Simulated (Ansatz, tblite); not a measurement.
**AsMe2H (C2H7As): a ladder of methods and basis sets**

Aim: run the singlet of AsMe2H (C2H7As) at one geometry on many levels, and compare frontier levels, spin and run time.

Computed with Ansatz 0.2.0, Gaussian basis. Level: as each input shows.

The runs, in order: GFN1-xTB, GFN2-xTB, PBE-D4/def2-TZVP, r2SCAN-D4/def2-TZVP, B97M-V/def2-TZVP, HF/def2-TZVP, CAM-B3LYP-D4/def2-TZVP, revPBE-D4/def2-TZVP, ωB97X-V/def2-TZVP, BLYP-D4/def2-TZVP, r2SCANh-D4/def2-TZVP, PBE-D4/def2-SVP, PBE0-D4/def2-SVP, HF/STO-3G, CCSD(T)/def2-TZVPP, MP2/def2-TZVP, RPA/def2-TZVP.

### Step 1. The geometry

The geometry is that of the singlet, from an earlier relaxation (PBE-D4/def2-SVP).

10 atoms, charge 0, spin multiplicity 1.

Bond lengths: As1–C2 1.991 Å, As1–C6 1.991 Å, As1–H10 1.546 Å, C2–H3 1.108 Å, C2–H4 1.107 Å, C2–H5 1.108 Å, C6–H7 1.108 Å, C6–H8 1.107 Å, C6–H9 1.108 Å. Angles: C2–As1–C6 97.1°, C2–As1–H10 94.8°, C6–As1–H10 94.8°, As1–C2–H3 108.6°, As1–C2–H4 112.3°, As1–C2–H5 109.1°, H3–C2–H4 109.2°, H3–C2–H5 108.2°, H4–C2–H5 109.3°, As1–C6–H7 109.1°, As1–C6–H8 112.3°, As1–C6–H9 108.6°, H7–C6–H8 109.3°, H7–C6–H9 108.2°, H8–C6–H9 109.2°.

PBE0-D4/def2-TZVP was run before; its log isn't repeated, and its numbers join the tables.

### Step 2. GFN1-xTB

Tight binding, by tblite at 300 K electronic temperature and without a spin-polarisation term:

```python
tblite.interface.Calculator('GFN1-xTB', numbers, positions, charge=0, uhf=0).singlepoint()
```

Energy -281.6752 eV, HOMO -11.20 eV, LUMO -5.35 eV; 0.006 s.

### Step 3. GFN2-xTB

Tight binding, by tblite at 300 K electronic temperature and without a spin-polarisation term:

```python
tblite.interface.Calculator('GFN2-xTB', numbers, positions, charge=0, uhf=0).singlepoint()
```

Energy -277.4622 eV, HOMO -10.41 eV, LUMO -4.04 eV; 0.003 s.

### Step 4. PBE-D4/def2-TZVP

start.molden holds the orbitals of an earlier run on this state, given as this run's starting guess.

Input file in.yaml:

```yaml
crystal:
  periodic: [false, false, false]
  atoms:
    - {symbol: As, position_ang: [-0.308917, -0.525123, 1.020233]}
    - {symbol: C, position_ang: [1.390807, -0.577453, -0.015035]}
    - {symbol: H, position_ang: [1.996835, 0.310025, 0.255270]}
    - {symbol: H, position_ang: [1.217073, -0.579979, -1.108526]}
    - {symbol: H, position_ang: [1.960735, -1.484117, 0.267936]}
    - {symbol: C, position_ang: [-1.192139, 0.919663, -0.026801]}
    - {symbol: H, position_ang: [-2.264262, 0.963970, 0.248146]}
    - {symbol: H, position_ang: [-1.100201, 0.763314, -1.119088]}
    - {symbol: H, position_ang: [-0.725802, 1.887991, 0.242997]}
    - {symbol: H, position_ang: [-0.974130, -1.678290, 0.234867]}
basis:
  gaussian: {orbitals: def2-TZVP, initial_orbitals: start.molden}
hamiltonian: {xc: pbe, dispersion: d4}
scf: {omitted_lower_state_checks: [starts]}
output: {orbitals: {seedname: orbitals}}
```

Started as:

```sh
$ ansatz run in.yaml --threads 2 --pin off --events-out ev --progress --plain --max-ram 20480MiB --backend cpu
```

Further steps of the session: r2SCAN-D4/def2-TZVP; B97M-V/def2-TZVP; HF/def2-TZVP; CAM-B3LYP-D4/def2-TZVP; revPBE-D4/def2-TZVP; ωB97X-V/def2-TZVP; BLYP-D4/def2-TZVP; r2SCANh-D4/def2-TZVP; PBE-D4/def2-SVP; PBE0-D4/def2-SVP; HF/STO-3G; CCSD(T)/def2-TZVPP; MP2/def2-TZVP; RPA/def2-TZVP.

Before running them: what should the planned runs give, taken together? Wanted: gap in def2-TZVP, named functionals and Hartree-Fock, smallest and largest; correlation energy, CCSD(T)/def2-TZVPP; correlation energy, MP2/def2-TZVP; binding an atom, CCSD(T)/def2-TZVPP; PBE0 total energy, smallest basis above largest.

The runs gave:

| quantity | value |
| --- | --- |
| gap in def2-TZVP, named functionals and Hartree-Fock, smallest and largest | 5.48 eV (BLYP-D4), 12.67 eV (HF) |
| correlation energy, CCSD(T)/def2-TZVPP | -19.08 eV |
| correlation energy, MP2/def2-TZVP | -16.85 eV |
| binding an atom, CCSD(T)/def2-TZVPP | 3.462 eV |
| PBE0 total energy, smallest basis above largest | 9.88 eV (def2-SVP, def2-TZVP) |

Over the named functionals and Hartree-Fock in def2-TZVP the gap runs from 5.48 eV (BLYP-D4) to 12.67 eV (HF); exact exchange widens it. A small miss in a minimal or small basis is a cancelling of errors, not accuracy. The functionals in def2-TZVP miss CCSD(T)/def2-TZVPP by +0.046 (revPBE-D4) to +0.112 eV (PBE-D4) an atom. CCSD(T)/def2-TZVPP isn't at the basis-set limit; small misses against it rank nothing.
